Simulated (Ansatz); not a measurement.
The system is Li2RuN2.

```
Ru N Li
1.0
     3.16423    0.00000    0.00000
    -1.58212    2.74031    0.00000
     0.00000    0.00000    5.21145
Ru N Li
1 2 2
Cartesian
  0.0000 0.0000 0.0000
  0.0000 1.8269 1.1101
  1.5821 0.9134 4.1014
  0.0000 1.8269 3.3344
  1.5821 0.9134 1.8771
```

The cell comes from a database or a generator and needn't be the stable form of this composition.

Base run:

- Program: Ansatz 0.2.0
- Functional: PBE
- Potentials or basis: Ansatz PAW
- Cutoff: 420 eV (not typed: the program's choice for these potentials)
- k mesh: 10 × 10 × 5
- Occupations: fermi-dirac, width 0.05 eV
- Spin: no spin polarisation
- Hubbard terms: Ru d U = 1 eV

Its results: band gap on the k mesh none (metal or under the smearing width); pressure -2.8 GPa; largest force 0.148 eV/Å.

Q: The run is repeated on the same cell with these changes: hubbard terms from Ru d U = 1 eV to Ru d U = 6 eV. What comes out?

A: Band gap on the k mesh none (metal or under the smearing width); pressure -0.8 GPa; largest force 0.257 eV/Å.

Caveats: U without spin polarisation on a metal has little footing; the density of states is complete only up to the lowest level of the last band computed.
